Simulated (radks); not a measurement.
# Pd in [Kr] 4d8 5d2: an all-electron calculation

The task here is to estimate one member of a computed series from the others.

Program: radks (a radial shooting solver on a logarithmic mesh, Libxc functionals) version 1. Level of theory: Dirac Kohn-Sham, PBEsol, spin-unpolarised, spherical densities, finite nucleus; open shells are shared between the two j in proportion to 2j + 1. These are calculated values, not measurements, unless marked.

### Starting point

- element: palladium (Z = 46)
- charge: 0
- electrons: 46
- configuration: [Kr] 4d8 5d2
- nuclear rms radius: 4.5318 fm

Outer shells as boxes (Hund's rule):

Pd
```
[Kr] core
4d [↑↓][↑↓][↑↓][↑ ][↑ ]
5d [↑ ][↑ ][  ][  ][  ]
```

Set-up of the first run:

Input:

```text
Z 46
configuration [Kr] 4d8 5d2
relativity Dirac
functional pbe_sol,pbe_sol
spin unpolarised
j_filling average
nucleus finite rms 4.5318 fm
c 137.035999084
```

Command:

```sh
$ python run_ks.py task.json out
```

This one command runs every case of the session in turn.

One table of the session follows, with a row left open; its other results are not shown here.

It belongs to the step «Orbitals and density». Radial moments (bohr):

| level | <r> | outermost maximum (interpolated) | 90 % within | nodes |
| --- | --- | --- | --- | --- |
| 1s1/2 | 0.03186 | 0.0207 | 0.0572 | 0 |
| 2s1/2 | 0.1380 | 0.117 | 0.214 | 1 |
| 2p1/2 | 0.1172 | 0.0905 | 0.192 | 0 |
| 2p3/2 | 0.1221 | 0.0947 | 0.199 | 0 |
| 3s1/2 | 0.3793 | 0.342 | 0.559 | 2 |
| 3p1/2 | 0.3714 | 0.329 | 0.560 | 1 |
| 3p3/2 | 0.3822 | 0.338 | 0.576 | 1 |
| 3d3/2 | 0.3557 | 0.281 | 0.564 | 0 |
| 3d5/2 | 0.3592 | 0.283 | 0.569 | 0 |
| 4s1/2 | 0.9424 | 0.850 | 1.37 | 3 |
| 4p1/2 | 1.013 | 0.891 | 1.50 | 2 |
| 4p3/2 | 1.043 | 0.916 | 1.54 | 2 |
| 4d3/2 | 1.368 | 1.07 | 2.16 | 1 |
| 4d5/2 | 1.385 | 1.08 | 2.19 | 1 |
| 5d3/2 | ? | ? | ? | ? |
| 5d5/2 | 7.025 | 5.99 | 10.5 | 2 |

Q: Estimate the row for 5d3/2 from the others.

**Answer.** <r>: 6.986; outermost maximum (interpolated): 5.95; 90 % within: 10.5; nodes: 2. In the column «<r>» it lies between 4d5/2 (1.385) and 5d5/2 (7.025).
